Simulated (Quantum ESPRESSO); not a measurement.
Runs of Quantum ESPRESSO 7.5 on K2Li. The structure is cubic, space group Fm-3m (No. 225). The conventional cell has a = 6.859 Å, b = 6.859 Å, c = 6.859 Å, α = 90.00°, β = 90.00°, γ = 90.00°. K (site symmetry -43m) is surrounded by 4 Li at 2.97 Å. Li (site symmetry m-3m) has 8 K at 2.97 Å as nearest neighbours. The cell was built by a generator and needn't be a form met in nature.

```tsv
task	level	potentials or basis	cell	cutoff (eV)	smearing	most ionic steps	forc conv thr	etot conv thr	ion dynamics	cell dynamics	gap on the mesh (eV)	pressure (GPa)
single point	PBE	SSSP 1.3 efficiency PBE	as given	816	fermi-dirac 0.05 eV	-	-	-	-	-	none	14.1
relaxation of cell and atoms	PBE+D2	Ansatz NC SR PBE	relaxed to 0.3 kbar	1034	fermi-dirac 0.05 eV	40	0.0004 Ry/bohr	1e-05 Ry	bfgs	bfgs	none	1.1
band structure	PBE+rVV10	GBRV 1.5 PBEsol	as given	612	methfessel-paxton 0.136 eV	-	-	-	-	-	none	(a)
relaxation of cell and atoms	PBEsol+D3	SG15 PBE 1.2	relaxed	952	methfessel-paxton 0.1 eV	-	-	-	-	-	none	0.0
```

Alike in all rows: no spin polarisation; k mesh 7 × 7 × 7.

**Question.** Estimate the missing entries.

**Answer.** (a) 13.1.

Caveats: pairwise dispersion overbinds metals, which lowers pressure and volume (some runs); the potentials were made for another functional, which shifts forces and pressure (some runs); rVV10's parameter b was fitted to another functional (some runs); some levels on the path didn't converge (some runs).

A gap of «none» marks a metal or a gap under the smearing width.
